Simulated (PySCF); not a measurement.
# H4La (La(H)4-): the cost of one run

The runs use PySCF 2.14.0; PBE0, La def2-SVP with ECP46, H def2-SVP; scalar-relativistic core potentials, no spin–orbit coupling.

1 further run of the same task is left out (for a known fault of the program).

## (1) Where the work starts

5 atoms, charge -1, spin multiplicity 1.

Bond lengths: La1–H2 2.300 Å, La1–H3 2.300 Å, La1–H4 2.300 Å, La1–H5 2.300 Å. Angles: H2–La1–H3 109.5°, H2–La1–H4 109.5°, H2–La1–H5 109.5°, H3–La1–H4 109.5°, H3–La1–H5 109.5°, H4–La1–H5 109.5°.

As a file:

```xyz
5
H4La
La    0.0000    0.0000    0.0000
H     1.3279    1.3279    1.3279
H    -1.3279   -1.3279    1.3279
H     1.3279   -1.3279   -1.3279
H    -1.3279    1.3279   -1.3279
```

Formal oxidation states: La +3.

## (2) SCF at the start, singlet

run.py (the lines that set the calculation)

```python
mol = gto.M(atom='''
La     0.00000     0.00000     0.00000
H      1.32790     1.32790     1.32790
H     -1.32790    -1.32790     1.32790
H      1.32790    -1.32790    -1.32790
H     -1.32790     1.32790    -1.32790''',
    basis={'La': 'def2-SVP', 'H': 'def2-SVP'},
    ecp={'La': 'def2-SVP'},
    charge=-1, spin=0)
mf = dft.RKS(mol, xc='PBE0')
mf.grids.atom_grid = (50, 194)  # f atoms: unpruned, at least (60, 302)
mf = mf.density_fit()  # fitting sets: La def2-universal-JKFIT, H def2-universal-JKFIT
mf.conv_tol = 1e-08; mf.max_cycle = 55
mf.kernel(dm0)  # dm0: free metal ions and neutral atoms
```

The run is started by

```
$ OMP_NUM_THREADS=2 python run.py
```

What time and memory should one allow on 2 threads of Arm Neoverse V1, shared host?

About 2.8 s, with a peak of 0.34 GiB.
